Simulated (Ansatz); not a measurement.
What does this script print? It uses Ansatz's Python interface.

The script, `pipeline_lup.py`:
```python
import ansatz as az
from ase import Atoms
import numpy as np


def count_gap(report):
    # lowest empty less highest filled band, counting bands; zero where they overlap
    return max(report.get("gap_by_band_count_ev") or 0.0, 0.0)


def configured(crystal, spacing):
    return (
        crystal.calculation()
        .functional("pbesol", dispersion="d3bj")
        .occupations(az.OccupationsMethod.METHFESSEL_PAXTON, width=0.3)
        .scf(extra_bands=12)
        .kpoints(spacing=spacing)
    )


def main() -> None:
    atoms = Atoms(
        ["Lu", "P"],
        scaled_positions=[
            [0.0, 0.0, 0.0],
            [0.5, 0.5, 0.5],
        ],
        cell=[
            [0.0, 2.761857, 2.761857],
            [2.761857, 0.0, 2.761857],
            [2.761857, 2.761857, 0.0],
        ],
        pbc=True,
    )
    crystal = az.Crystal.from_ase(atoms)

    relaxed = configured(crystal, 0.34).relax(cell=True, force_tolerance=0.02, max_steps=40).checkpoint(write="relax.run", compress=False).run(threads=1, backend="cpu")
    cell = np.asarray(relaxed.lattice.cell_ang)
    print("relaxed edges (A):", np.linalg.norm(cell, axis=1).round(4), " volume:", round(abs(np.linalg.det(cell)), 3), "A^3")
    for site in relaxed.lattice.sites:
        print(" ", site.symbol, np.round(site.position_frac, 4) + 0.0)

    final = az.Crystal.from_checkpoint("relax.run")
    result = configured(final, 0.26).functional("pbesol").stress().band_table().density_of_states(energy_step=0.05).run(threads=1, backend="cpu")
    data = result.report
    dos = result.density_of_states()
    print(f"pressure at the relaxed cell {np.trace(data['stress_gpa']) / 3:.3f} GPa, gap by band count {count_gap(data):.3f} eV")
    if count_gap(data) == 0:
        print("states/eV at the Fermi level:", round(float(np.interp(dos.fermi_ev, dos.energies_ev, dos.spin_summed_g_bin_mean_per_ev)), 3))


if __name__ == "__main__":
    main()
```

```console
$ python pipeline_lup.py
DeckWarning: basis.ecutwfc = 420 eV, auto-derived from the records' recommended cutoffs: set by Lu (normal level)
relaxed edges (A): [3.8043 3.8043 3.8043]  volume: 38.932 A^3
  Lu [0. 0. 0.]
  P [0.5 0.5 0.5]
DeckWarning: crystal.checkpoint: the structure is that of relax.run, a `relax` run, at its step 6: its result, under pbesol at a charge of 0 e; 2 atoms read, 0 with a starting moment [...]
pressure at the relaxed cell 0.153 GPa, gap by band count 0.000 eV
states/eV at the Fermi level: 0.178
```
(Warnings from the package without file and line, shortened.)

The settings weren't tested for convergence. Dispersion corrections can be off by several per cent in the lattices of metals, and by several GPa in the pressure at a fixed cell. For a metal this k-point mesh is coarse: on a finer one energies can move by several to tens of meV an atom and pressures by half a GPa or more, differences at one mesh by less. An absolute Fermi energy rests on an arbitrary zero of the periodic potential and has no direct meaning. A gap by band count of zero or less means overlapping bands, a metal. The structure comes from a database of computed cells and needn't be a stable or known phase. Levels are Kohn-Sham eigenvalues on this mesh, without spin-orbit coupling. Where the second run takes another functional or mesh than the relaxation, its pressure isn't zero; pressure is positive in compression. The density of states is complete only as far up as bands were computed. Timing: 11 s on 1 thread of Arm Neoverse V1, with other jobs on the host, peak memory 0.41 GiB.
